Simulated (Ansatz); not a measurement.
**H5NO3Zr: a dynamics run in two tries**

Wanted: a short trajectory, and a check that the input is sound.

Program: Ansatz 0.2.0. Level of theory: RKS r2SCAN-D4/def2-SVP. These are calculated values, not measurements.

## 1. The structure to begin with

Bond lengths: Zr1–O2 1.943 Å, O2–H3 0.958 Å, Zr1–N4 2.049 Å, N4–H5 1.019 Å, N4–H6 1.019 Å, Zr1–O7 1.938 Å, O7–H8 0.958 Å, Zr1–O9 1.938 Å, O9–H10 0.958 Å. Angles: Zr1–O2–H3 161.0°, O2–Zr1–N4 111.0°, O2–Zr1–O7 108.5°, O2–Zr1–O9 108.6°, N4–Zr1–O7 106.5°, N4–Zr1–O9 106.5°, O7–Zr1–O9 115.7°, Zr1–N4–H5 126.2°, Zr1–N4–H6 126.1°, H5–N4–H6 107.7°, Zr1–O7–H8 164.3°, Zr1–O9–H10 164.1°.

As a file:

```xyz
10

Zr   -0.1678   -0.1160    0.0075
O    -0.3217    0.0573    1.9367
H    -0.0831    0.1616    2.8587
N     1.7904   -0.0138   -0.5856
H     2.4338   -0.7994   -0.6756
H     2.2987    0.8340   -0.8344
O    -1.0725    1.3851   -0.8189
H    -1.7125    2.0540   -1.0652
O    -0.8080   -1.8710   -0.5071
H    -1.3276   -2.6696   -0.6068
```

## 2. First try

input.yaml reads:

```yaml
crystal:
  periodic: [false, false, false]
  atoms:
    - { symbol: Zr, position_ang: [-0.167848, -0.116047, 0.007473] }
    - { symbol: O, position_ang: [-0.32174, 0.057315, 1.936708] }
    - { symbol: H, position_ang: [-0.083125, 0.161649, 2.858697] }
    - { symbol: "N", position_ang: [1.790444, -0.013849, -0.585615] }
    - { symbol: H, position_ang: [2.433777, -0.799406, -0.675605] }
    - { symbol: H, position_ang: [2.298654, 0.834041, -0.834376] }
    - { symbol: O, position_ang: [-1.072456, 1.385126, -0.818915] }
    - { symbol: H, position_ang: [-1.712464, 2.054038, -1.065247] }
    - { symbol: O, position_ang: [-0.807983, -1.871038, -0.507096] }
    - { symbol: H, position_ang: [-1.327559, -2.669629, -0.606824] }
basis:
  gaussian: { orbitals: def2-SVP }
hamiltonian:
  xc: r2scan
  dispersion: d4
md:
  timestep: 0.5
  n_steps: 25
  ensemble: nve
  temperature: 700.0
  initial_velocities: maxwell_boltzmann
  seed: 436359
  temperature_schedule: [{ n_steps: 10, end_temperature: 100.0 }]
```

The run is started by

```console
ansatz run input.yaml --threads 2 --pin off --max-ram 3072MiB --backend cpu --events-out ev --progress --plain --runs-dir out
```

**Question.** What will these runs give? Wanted: first try.

As calculated:

| quantity | value |
| --- | --- |
| first try | refused |
| cause | a temperature schedule needs a thermostat, and a run at constant energy has none |

The fault in the first input was caught at the input check and cost nothing.
